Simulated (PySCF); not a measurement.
# [OsO2F3]+: other functionals and bases at one geometry

An exercise on one series of results from a longer session: the logs are not shown, and one member is left open.

Method: several levels, as the steps say, no spin–orbit coupling; program: PySCF 2.14.0.

2 further runs of the same task are left out: 1 for a known fault of the program, 1 that didn't finish. Runs told in other sessions of the task aren't counted.

## Where the work starts

6 atoms, charge 1, spin multiplicity 1.

Bond lengths: Os1–O2 1.653 Å, Os1–O3 1.653 Å, Os1–F4 1.819 Å, Os1–F5 1.828 Å, Os1–F6 1.819 Å. Angles: O2–Os1–O3 108.1°, O2–Os1–F4 95.3°, O2–Os1–F5 125.7°, O2–Os1–F6 95.3°, O3–Os1–F4 95.4°, O3–Os1–F5 126.2°, O3–Os1–F6 95.4°, F4–Os1–F5 80.8°, F4–Os1–F6 161.6°, F5–Os1–F6 80.8°.

Coordinates:

```
atom    x (Å)    y (Å)    z (Å)
 Os1   0.0616   0.0000   0.0487
  O2   0.2063   0.0000   1.6957
  O3   1.5825   0.0000  -0.5998
  F4  -0.1884   1.7953  -0.0984
  F5  -1.5096   0.0000  -0.8851
  F6  -0.1884  -1.7953  -0.0984
```

Formal oxidation states: Os +8. An earlier session relaxed this geometry at PBE0, Os def2-SVP with ECP60, O def2-SVP, F def2-SVP (singlet, point group C2v).

At PBE0 on the finer grid: E = -539.444724 Eh, HOMO -18.71 eV, LUMO -13.35 eV, Mulliken charge on Os1 +1.73 e, largest force component 0.045 eV/Å. 

Levels to run: M06-L; BLYP; r2SCAN; revPBE; PBE0, TZVP; PBE0, x2c-SVP. Hardware: 2 threads of Arm Neoverse V1, shared host.

Set-up of the first run:

run.py (the lines that set the calculation)

```python
mol = gto.M(atom='''
Os     0.06156     0.00000     0.04870
O      0.20631     0.00000     1.69569
O      1.58250     0.00000    -0.59985
F     -0.18838     1.79528    -0.09838
F     -1.50961     0.00000    -0.88508
F     -0.18838    -1.79528    -0.09838''',
    basis={'Os': 'def2-SVP', 'O': 'def2-SVP', 'F': 'def2-SVP'},
    ecp={'Os': 'def2-SVP'},
    charge=1, spin=0)
mf = dft.RKS(mol, xc='M06L')
mf.grids.atom_grid = (75, 302)
mf = mf.density_fit()  # fitting sets: Os def2-universal-JKFIT, O def2-universal-JKFIT, F def2-universal-JKFIT
mf.conv_tol = 1e-08; mf.max_cycle = 55
mf.kernel(dm0)  # dm0: the density of the relaxed state
```

The run is started by

```
OMP_NUM_THREADS=2 python run.py
```

Among the steps run: M06-L; BLYP; r2SCAN; revPBE; PBE0, TZVP; PBE0, x2c-SVP.

One table of the session follows, with a row left open; its other results are not shown here.

| level | HOMO (eV) | gap (eV) | charge on Os1 (e) | dipole (D) | largest force component (eV/Å) |
| --- | --- | --- | --- | --- | --- |
| PBE0 (relaxed here) | -18.71 | 5.36 | 1.73 | 1.16 | 0.05 |
| M06-L | ? | ? | ? | ? | ? |
| BLYP | -16.52 | 2.99 | 1.52 | 0.85 | 2.86 |
| r2SCAN | -17.27 | 3.28 | 1.71 | 0.96 | 1.22 |
| revPBE | -16.58 | 3.01 | 1.55 | 0.85 | 2.32 |
| PBE0, TZVP | -18.54 | 5.47 | 1.73 | 1.20 | 0.40 |
| PBE0, x2c-SVP | -18.83 | 5.17 | 1.52 | 1.23 | 0.83 |

**Question.** Estimate the row for M06-L.

As computed: HOMO (eV): -17.27; gap (eV): 3.24; charge on Os1 (e): 1.89; dipole (D): 1.03; largest force component (eV/Å): 1.19.

The dipole of a charged species depends on the origin, so these sizes hold for this origin alone.

In one basis the HOMO–LUMO gap runs from 2.99 eV (BLYP) to 5.36 eV (PBE0). The largest leftover force, 2.86 eV/Å with BLYP, stands at a geometry relaxed at another level. Total energies of different levels can't be compared.
